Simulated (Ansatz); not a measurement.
# C8H8O: the cost of one run

Program: Ansatz 0.2.0. Level of theory: the levels named in each step. These are calculated values, not measurements.

**1. The structure to begin with**

Bond lengths (14 of 16 bonds, heavy atoms first): C1–C2 1.202 Å, C2–C3 1.417 Å, C3–C4 1.395 Å, C4–C5 1.382 Å, C5–C6 1.386 Å, C6–C7 1.386 Å, C3–C8 1.395 Å, C7–C8 1.382 Å, C1–H10 1.050 Å, C4–H11 1.079 Å, C5–H12 1.080 Å, C6–H13 1.080 Å, C7–H14 1.080 Å, C8–H15 1.081 Å. Angles (14 of 21 angles, heavy atoms first): C1–C2–C3 179.2°, C2–C3–C4 120.6°, C2–C3–C8 119.5°, C4–C3–C8 119.9°, C3–C4–C5 119.6°, C4–C5–C6 120.4°, C5–C6–C7 120.0°, C6–C7–C8 120.2°, C3–C8–C7 119.9°, C2–C1–H10 179.2°, C3–C4–H11 119.9°, C5–C4–H11 120.5°, C4–C5–H12 119.6°, C6–C5–H12 119.9°.

Coordinates:

```xyz
17

C    -1.3840   -1.3307    2.0801
C    -0.8260   -0.6061    1.3003
C    -0.1799    0.2636    0.3878
C     0.5006   -0.2467   -0.7179
C     1.1195    0.6204   -1.5986
C     1.0674    1.9893   -1.3895
C     0.3941    2.4970   -0.2896
C    -0.2287    1.6417    0.5988
O    -0.3483   -3.4984   -0.2204
H    -1.8686   -1.9541    2.7718
H     0.5394   -1.3130   -0.8808
H     1.6439    0.2260   -2.4565
H     1.5504    2.6612   -2.0839
H     0.3530    3.5639   -0.1242
H    -0.7568    2.0297    1.4580
H    -0.6984   -2.8708    0.4227
H    -0.7487   -4.3499   -0.0357
```

**2. A rough first relaxation, PBE-D4/def2-SVP**

This run stands in another session on the same molecule. It ended at:

```xyz
17

C    -1.4527   -1.4123    2.1266
C    -0.8835   -0.6787    1.3233
C    -0.2244    0.1912    0.3968
C     0.4821   -0.3384   -0.7129
C     1.1211    0.5275   -1.6083
C     1.0674    1.9181   -1.4183
C     0.3685    2.4478   -0.3207
C    -0.2744    1.5952    0.5841
O    -0.1571   -3.4724   -0.1007
H    -1.9622   -2.0399    2.8448
H     0.5168   -1.4317   -0.8437
H     1.6698    0.1090   -2.4659
H     1.5725    2.5923   -2.1266
H     0.3246    3.5368   -0.1676
H    -0.8217    2.0036    1.4460
H    -0.1806   -2.9603    0.7330
H    -1.0375   -3.2644   -0.4673
```

**3. Relaxation, PBE0-D4/def2-TZVP**

input.yaml

```yaml
crystal:
  periodic: [false, false, false]
  atoms:
    - { symbol: C, position_ang: [-1.45268011, -1.41232983, 2.1266354] }
    - { symbol: C, position_ang: [-0.88351999, -0.67872383, 1.32333722] }
    - { symbol: C, position_ang: [-0.22435461, 0.19124048, 0.39675822] }
    - { symbol: C, position_ang: [0.48205255, -0.33844182, -0.71292043] }
    - { symbol: C, position_ang: [1.12112203, 0.52745743, -1.60832345] }
    - { symbol: C, position_ang: [1.06737866, 1.91806132, -1.41826571] }
    - { symbol: C, position_ang: [0.36850067, 2.44776086, -0.32070638] }
    - { symbol: C, position_ang: [-0.27440347, 1.59518075, 0.58405713] }
    - { symbol: O, position_ang: [-0.15711193, -3.47237983, -0.10068968] }
    - { symbol: H, position_ang: [-1.96217754, -2.03990509, 2.84481744] }
    - { symbol: H, position_ang: [0.51678737, -1.43173567, -0.84372533] }
    - { symbol: H, position_ang: [1.66980756, 0.10899704, -2.46592181] }
    - { symbol: H, position_ang: [1.57245526, 2.59231896, -2.1266426] }
    - { symbol: H, position_ang: [0.32463752, 3.53680218, -0.16761294] }
    - { symbol: H, position_ang: [-0.82169768, 2.00360636, 1.4460329] }
    - { symbol: H, position_ang: [-0.18060189, -2.96032637, 0.73302315] }
    - { symbol: H, position_ang: [-1.03749441, -3.26444294, -0.46730314] }
basis:
  gaussian: { orbitals: def2-TZVP }
hamiltonian:
  xc: pbe0
  dispersion: d4
relax:
  f_tol: 0.004
  max_steps: 150
```

On the command line:

```
$ ansatz run input.yaml --threads 4 --pin off --max-ram 10240MiB --backend cpu --events-out ev --progress --plain --runs-dir out
```

What time and memory should one allow on 4 threads of Intel Xeon at 2.50GHz (Skylake/Cascade Lake), shared host?

About 8.6 min, with a peak of 1.4 GiB.
